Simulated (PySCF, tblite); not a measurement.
**CH₉FOSi₃, a small molecule taken as a stand-in for a surface group (Si site with back bonds O[SiH3], C[SiH3], F): NMR shifts, core binding energies and electronic excitations**

Wanted: the NMR shifts, core binding energies and electronic excitations for `F[SiH](C[SiH3])O[SiH3]`.

Programs: tblite 0.8.0 and PySCF 2.14.0. All values are calculated, for the isolated system unless a continuum is named. Atoms count from 0, parts from 1.

## 1. Starting point

15 atoms, charge 0, multiplicity 1; geometry: distance geometry start.

## 2. Geometry optimisation with GFN2-xTB

What the job is given:

```
{"job": {"kind": "relax", "xc": "GFN2-xTB", "basis": "xTB"}, "charge": 0, "multiplicity": 1}
Si     0.187048    -0.575333    -0.812954
O      0.299915     0.077436     0.806832
Si     1.318374     1.421936     1.320636
C      1.783873    -0.371004    -1.659240
Si     1.815631     1.249079    -2.583889
F     -1.004874     0.298764    -1.652952
H     -0.190059    -1.935702    -0.773531
H      1.957737     1.097966     2.566152
H      0.534489     2.597805     1.472756
H      2.300045     1.654058     0.318820
H      1.877532    -1.144242    -2.366797
H      2.553458    -0.400209    -0.964957
H      2.957295     1.977704    -2.142007
H      1.912868     1.016539    -3.949949
H      0.631451     1.980865    -2.287113
```

With the program's defaults for keys left out, this is: GFN2-xTB geometry optimisation, gas phase.

Command:

```
$ OMP_NUM_THREADS=1 python cluster_run.py task.json out
```

This one command runs all jobs of the session in turn.

**Question.** The jobs that follow are: PBE0-D3(BJ)/def2-SVP geometry optimisation, gas phase; GIAO PBE0/pcSseg-1 NMR shielding, non-relativistic, gas phase; delta-SCF UKS SCAN, pcX-2 on the ionised atom, pcseg-1 elsewhere, spin-free X2C; TDDFT CAM-B3LYP/def2-SVPD, vertical, gas phase, core orbitals frozen in the response. Predict: point group; rotational constants (main isotopes); 13C shifts against TMS (PBE0/pcSseg-1); 1H shifts against TMS (PBE0/pcSseg-1); 29Si shifts against TMS (PBE0/pcSseg-1); 17O shifts against H2O (PBE0/pcSseg-1); 19F shifts against CFCl3 (PBE0/pcSseg-1); Si2p binding energies, SCAN/pcX-2 (standing for 2 of 3 atoms); O1s binding energies, SCAN/pcX-2; C1s binding energies, SCAN/pcX-2; F1s binding energies, SCAN/pcX-2; lowest singlet (CAM-B3LYP/def2-SVPD); brightest single state of those computed; lowest triplet; vertical ionisation energy (ΔSCF).

The runs gave:

| quantity | value |
| --- | --- |
| point group | C1 |
| rotational constants (main isotopes) | 2.08, 1.24, 0.93 GHz |
| 13C shifts against TMS (PBE0/pcSseg-1) | -5.0 ppm |
| 1H shifts against TMS (PBE0/pcSseg-1) | 5.20, 5.06, 5.06, 5.03, 4.14, 4.12, 4.05, -0.06, -0.14 ppm |
| 29Si shifts against TMS (PBE0/pcSseg-1) | -15.6, -37.6, -73.1 ppm |
| 17O shifts against H2O (PBE0/pcSseg-1) | 47.0 ppm |
| 19F shifts against CFCl3 (PBE0/pcSseg-1) | -148.3 ppm |
| Si2p binding energies, SCAN/pcX-2 (standing for 2 of 3 atoms) | Si0 108.37, Si2 107.91 eV |
| O1s binding energies, SCAN/pcX-2 | O1 538.12 eV |
| C1s binding energies, SCAN/pcX-2 | C3 290.21 eV |
| F1s binding energies, SCAN/pcX-2 | F5 692.14 eV |
| lowest singlet (CAM-B3LYP/def2-SVPD) | 7.62 eV (163 nm), f = 0.003 |
| brightest single state of those computed | state 6, 8.70 eV, f = 0.084 |
| lowest triplet | 7.25 eV |
| vertical ionisation energy (ΔSCF) | 10.68 eV |

In words: The start of the PBE0/def2-SVP relaxation was shaken at random by about 0.01 Å, so part of the energy gained, and of the first lengths quoted, undoes that. The optimisation took 13 steps and gained 0.284 eV; among the close pairs (by a distance rule), Si0–H6 changed most, from 1.431 to 1.483 Å (PBE0/def2-SVP). Hydrogens of an XH3 group are listed apart at this fixed geometry; free rotation makes them one line at their mean. At PBE0/pcSseg-1: The largest span, 122 ppm, is at F5, where the paramagnetic term is -146 ppm. At SCAN/pcX-2: Si0 (silicon bonded to C, F, O, H) binds its Si2p electron 0.46 eV more tightly than Si2 (silicon bonded to O, 3 H). Only 2 of the 3 Si atoms are covered by sound results. The lowest singlet, at 7.62 eV, is HOMO→LUMO 0.63, HOMO−2→LUMO 0.09 and is weak; of the 6 states computed, the strongest absorption comes from state 6 at 8.70 eV (the last computed, so partners may be missing). The lowest triplet lies 0.36 eV below the lowest singlet (triplets in Tamm-Dancoff, singlets in full TDDFT). The orbital energy would give 9.97 eV for ionisation, ΔSCF gives 10.68 eV. A capped cluster stands for the solid here, so long-range fields and strain are missing, and bands or shifts of the capping hydrogens have no counterpart in it.
